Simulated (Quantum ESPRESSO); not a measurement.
The system is GaF.

```
Ga F
1.0
     0.00000    2.84624    2.84624
     2.84624    0.00000    2.84624
     2.84624    2.84624    0.00000
Ga F
1 1
Direct
  0.25000 0.25000 0.25000
  0.00000 0.00000 0.00000
```

The cell was built by a generator and needn't be a form met in nature.

- Program: Quantum ESPRESSO 7.5
- Task: phonons
- Functional: LDA
- Potentials or basis: GBRV 1.5 LDA
- Cutoff: 762 eV
- Density cutoff: 6095 eV
- k mesh: 4 × 4 × 4, shifted
- Occupations: fermi-dirac, width 0.05 eV
- Spin: no spin polarisation
- Target pressure: 50 GPa
- Form of the LDA correlation: PZ81
- Mixing beta: 0.5
- Most SCF iterations: 120
- SCF threshold: 4e-10 Ry

The cell and the atoms were relaxed first at 50 GPa, to 11.90 Å³/atom (a = 3.229 Å, b = 3.229 Å, c = 3.229 Å, α = 60.00°, β = 60.00°, γ = 60.00°), and the response was taken there.

The first run showed a gap, so the response started from a second, tighter run with fixed occupations.

**Question.** Where do the zone-centre optical modes lie?

**Answer.** T2 at 314 cm⁻¹ (IR and Raman). Polar modes are given without the macroscopic field (transverse values).

Optical modes at Γ, degenerate ones joined, polar ones without the macroscopic field:
```csv
cm⁻¹,components,symmetry,active in,"IR intensity, summed ((D/Å)²/amu)"
314,3,T2,IR and Raman,28.01
```

Caveat: the volume moved by over 15 % at a fixed basis, so the end points are rough; the cell is more than 3 GPa from zero pressure, which shifts response properties.
